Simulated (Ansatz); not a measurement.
# EuMoN2: the cost of one run

Computed with Ansatz 0.2.0 (DFT PBE, scalar-relativistic, plane waves, PAW, unless a step's input says otherwise).

### 1 Starting point

It takes space group P6/mmm (No. 191, hexagonal). The conventional cell has a = 3.612 Å, b = 3.612 Å, c = 7.051 Å, α = 90.00°, β = 90.00°, γ = 120.00°. Eu (site symmetry 6/mmm) is surrounded by 2 N at 1.81 Å. Around Mo (site symmetry 6/mmm) lie 2 N at 1.72 Å. N (site symmetry 6mm) is surrounded by 1 Mo at 1.72 Å and 1 Eu at 1.81 Å.

Structure file:

```cif
data_structure
_symmetry_space_group_name_H-M 'P 1'
_symmetry_Int_Tables_number 1
_cell_length_a 3.6116
_cell_length_b 3.6116
_cell_length_c 7.0512
_cell_angle_alpha 90.000
_cell_angle_beta 90.000
_cell_angle_gamma 120.000
_cell_volume 79.65
loop_
_atom_site_label
_atom_site_type_symbol
_atom_site_fract_x
_atom_site_fract_y
_atom_site_fract_z
_atom_site_occupancy
Eu1 Eu 0.00000 0.00000 0.50000 1
Mo1 Mo 0.00000 0.00000 0.00000 1
N1 N 0.00000 0.00000 0.24357 1
N2 N 0.00000 0.00000 0.75643 1
```

The cell is invented: random cell by space group and Wyckoff sites (P6/mmm, No. 191). Lengths come from tabulated atomic sizes and are only a guess.

### 2 Probe: one point on a coarse mesh

input.yaml

```yaml
crystal:
  lattice:
    - [3.61156339, 0.0, 0.0]
    - [-1.8057817, 3.12770564, 0.0]
    - [0.0, 0.0, 7.05118755]
  atoms:
    - { symbol: Eu, position: [0.0, 0.0, 0.5], spin: 7.0 }
    - { symbol: Mo, position: [0.0, 0.0, 0.0], spin: 1.0 }
    - { symbol: "N", position: [0.0, 0.0, 0.24356887] }
    - { symbol: "N", position: [0.0, 0.0, 0.75643113] }
basis:
  ecutwfc: 420
kpoints:
  mp_grid: { grid: [6, 6, 4] }
hamiltonian:
  xc: pbe
scf:
  occupations: { method: gaussian, width: 0.1 }
  lower_state_search: "off"
output:
  forces: true
  stress: true
  eigenvalues: true
  populations: true
magnetization:
  spin_polarized: true
```

On the command line:

```
ansatz run input.yaml --threads 1 --pin off --max-ram 2560MiB --backend cpu --events-out ev --progress --plain --runs-dir out
```

What time and memory should one allow on 1 thread of Intel Xeon Platinum 8175M at 2.50GHz (Skylake/Cascade Lake), shared host?

About 13 s, with a peak of 0.45 GiB.
